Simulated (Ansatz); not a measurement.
# H₇NO₃Si₂: taking an electron away

Aim: the vertical ionisation energy of H₇NO₃Si₂, as cation minus neutral at the neutral's geometry, on several levels, and how well −ε(HOMO) stands in for it.

Program: Ansatz 0.2.0, Gaussian basis. Level of theory: unrestricted cation, the program's frozen cores in correlated methods. These are calculated values, not measurements.

Plan: UKS PBE-D4/def2-TZVPP; UKS r2SCAN-D4/def2-TZVPP; UKS PBE0-D4/def2-TZVPP; UKS B3LYP-D4/def2-TZVPP; UKS wB97X-V/def2-TZVPP; UKS wB97M-V/def2-TZVPP; UKS B2PLYP/def2-TZVPP; UHF-CCSD(T)/def2-TZVPP; UHF-MP2/def2-QZVPP; extrapolation to the limit; then −ε(HOMO) from the neutral's earlier runs with LDA (SPW92), PBE-D4, revPBE-D4, BLYP-D4, r2SCAN-D4, B97M-V, PBE0-D4, B3LYP-D4, r2SCANh-D4, r2SCAN0-D4, HSE06-D4, BHLYP-D4, CAM-B3LYP-D4, LC-ωPBE, ωB97X-V, ωB97M-V.

**1. The relaxed structure**

All runs share one geometry, relaxed beforehand with PBE0-D4 in a triple-zeta def2 set.

13 atoms, charge 0, spin multiplicity 1.

Atoms are counted from 1 here; the program's logs count them from 0.

Bond lengths: O1–Si2 1.661 Å, O1–H7 0.959 Å, Si2–N3 1.709 Å, Si2–H8 1.487 Å, Si2–H9 1.485 Å, N3–Si4 1.719 Å, N3–H10 1.010 Å, Si4–O5 1.641 Å, Si4–O6 1.633 Å, Si4–H11 1.480 Å, O5–H12 0.958 Å, O6–H13 0.965 Å. Angles: Si2–O1–H7 116.4°, O1–Si2–N3 107.4°, O1–Si2–H8 106.9°, O1–Si2–H9 111.8°, N3–Si2–H8 113.4°, N3–Si2–H9 107.8°, H8–Si2–H9 109.6°, Si2–N3–Si4 127.2°, Si2–N3–H10 116.0°, Si4–N3–H10 115.6°, N3–Si4–O5 104.3°, N3–Si4–O6 107.9°, N3–Si4–H11 115.4°, O5–Si4–O6 116.1°, O5–Si4–H11 108.6°, O6–Si4–H11 104.9°, Si4–O5–H12 117.1°, Si4–O6–H13 114.8°.

**2. Cation, UKS PBE-D4/def2-TZVPP**

The input, in.yaml:

```yaml
crystal:
  periodic: [false, false, false]
  atoms:
    - {symbol: O, position_ang: [-0.302277, -0.598087, 2.034517]}
    - {symbol: Si, position_ang: [0.498146, -1.413021, 0.829054]}
    - {symbol: N, position_ang: [0.812050, -0.293456, -0.423335]}
    - {symbol: Si, position_ang: [-0.294697, 0.819327, -1.124493]}
    - {symbol: O, position_ang: [0.572904, 2.201875, -1.293573]}
    - {symbol: O, position_ang: [-1.602646, 0.907700, -0.151127]}
    - {symbol: H, position_ang: [-0.840971, -1.130267, 2.623098]}
    - {symbol: H, position_ang: [-0.381344, -2.536819, 0.410384]}
    - {symbol: H, position_ang: [1.802594, -1.947528, 1.297231]}
    - {symbol: H, position_ang: [1.785115, -0.138945, -0.644271]}
    - {symbol: H, position_ang: [-0.830149, 0.433179, -2.448974]}
    - {symbol: H, position_ang: [0.219079, 2.869828, -1.882189]}
    - {symbol: H, position_ang: [-1.417303, 0.791513, 0.788475]}
basis:
  gaussian: {orbitals: def2-TZVPP}
total_charge: 1
magnetization: {spin_polarized: true, initial_magnetization: 1}
hamiltonian: {xc: pbe, dispersion: d4}
```

Started as:

```console
ansatz run in.yaml --threads 2 --pin off --events-out ev --progress --plain --max-ram 32768MiB --backend cuda --devices 0, --max-vram 18GiB
```

Further steps of the session: Cation, UKS r2SCAN-D4/def2-TZVPP; Cation, UKS PBE0-D4/def2-TZVPP; Cation, UKS B3LYP-D4/def2-TZVPP; Cation, UKS wB97X-V/def2-TZVPP; Cation, UKS wB97M-V/def2-TZVPP; Cation, UKS B2PLYP (frozen core)/def2-TZVPP; Cation, UHF-CCSD(T)/def2-TZVPP; Cation, UHF-MP2/def2-QZVPP.

**Question.** What will the summary of the whole plan be? Wanted: ionisation energy, CCSD(T)/CBS; nearest functional by difference; nearest −ε(HOMO); −ε(HOMO) of PBE; T1 of the cation.

The runs gave:

```
                        quantity               value
  ionisation energy, CCSD(T)/CBS            10.45 eV
nearest functional by difference  ωB97X-V (-0.24 eV)
                nearest −ε(HOMO)  ωB97X-V (-0.06 eV)
                 −ε(HOMO) of PBE             6.56 eV
                T1 of the cation               0.025
```

By cation minus neutral, the functionals miss by 0.96 eV at most. −ε(HOMO) of PBE misses by 3.9 eV, since self-interaction lifts the level. Among orbital estimates ωB97X-V comes nearest. Hartree-Fock falls 1.46 eV short, as the neutral has more correlation energy than the cation.
